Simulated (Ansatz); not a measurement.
# BaTaS3: the cost of one run

Computed with Ansatz 0.2.0 (DFT LDA+U (U_eff = 1 eV on Ta d), plane waves, PAW, no spin–orbit coupling unless a run says so, unless a step's input says otherwise).

### 1 The starting structure

It takes space group P6_3/mmc (No. 194, hexagonal). Conventional cell: a = 6.846 Å, b = 6.846 Å, c = 5.744 Å, α = 90.00°, β = 90.00°, γ = 120.00°. Ba (site symmetry -6m2) is surrounded by 12 S at 3.42 to 3.47 Å. Ta (site symmetry -3m) is surrounded by 6 S at 2.46 Å. S (site symmetry mm2) is surrounded by 2 Ta at 2.46 Å and 4 Ba at 3.42 to 3.47 Å.

As a file:

```cif
data_structure
_symmetry_space_group_name_H-M 'P 1'
_symmetry_Int_Tables_number 1
_cell_length_a 6.8460
_cell_length_b 6.8460
_cell_length_c 5.7440
_cell_angle_alpha 90.000
_cell_angle_beta 90.000
_cell_angle_gamma 120.000
_cell_volume 233.14
loop_
_atom_site_label
_atom_site_type_symbol
_atom_site_fract_x
_atom_site_fract_y
_atom_site_fract_z
_atom_site_occupancy
Ba1 Ba 0.33333 0.66667 0.75000 1
Ba2 Ba 0.66667 0.33333 0.25000 1
Ta1 Ta 0.00000 0.00000 0.00000 1
Ta2 Ta 0.00000 0.00000 0.50000 1
S1 S 0.16860 0.33720 0.25000 1
S2 S 0.83140 0.16860 0.75000 1
S3 S 0.66280 0.83140 0.25000 1
S4 S 0.83140 0.66280 0.75000 1
S5 S 0.16860 0.83140 0.25000 1
S6 S 0.33720 0.16860 0.75000 1
```

Magnetic order typed: ferromagnetic.

### 2 From atoms, symmetry kept, no search

Contents of input.yaml:

```yaml
crystal:
  lattice:
    - [6.84599995, 0.0, 0.0]
    - [-3.42299998, 5.92880987, 0.0]
    - [0.0, 0.0, 5.74399993]
  atoms:
    - { symbol: Ba, position: [0.3333333333, 0.6666666667, 0.75] }
    - { symbol: Ba, position: [0.6666666667, 0.3333333333, 0.25] }
    - { symbol: Ta, position: [0.0, 0.0, 0.0], spin: 1.0 }
    - { symbol: Ta, position: [0.0, 0.0, 0.5], spin: 1.0 }
    - { symbol: S, position: [0.1686, 0.3372, 0.25] }
    - { symbol: S, position: [0.8314, 0.1686, 0.75] }
    - { symbol: S, position: [0.6628, 0.8314, 0.25] }
    - { symbol: S, position: [0.8314, 0.6628, 0.75] }
    - { symbol: S, position: [0.1686, 0.8314, 0.25] }
    - { symbol: S, position: [0.3372, 0.1686, 0.75] }
basis:
  ecutwfc: 420
  ecutrho_ratio: 4
kpoints:
  mp_grid: { grid: [3, 3, 4] }
hamiltonian:
  xc: lda
  hubbard:
    sites: [{ site: 2, l: d, u_eff: 1.0 }, { site: 3, l: d, u_eff: 1.0 }]
scf:
  occupations: { method: gaussian, width: 0.05 }
  lower_state_search: "off"
  max_iter: 150
output:
  forces: true
  stress: true
  eigenvalues: true
  populations: true
  hubbard: { sites: [{ site: 2, l: d }, { site: 3, l: d }] }
magnetization:
  spin_polarized: true
```

Run with:

```console
$ ansatz run input.yaml --threads 8 --pin off --max-ram 12288MiB --backend cpu --events-out ev --progress --plain --runs-dir out
```

What time and memory should one allow on 8 threads of Arm Neoverse V2, shared host?

About 3.5 s, with a peak of 1.1 GiB.
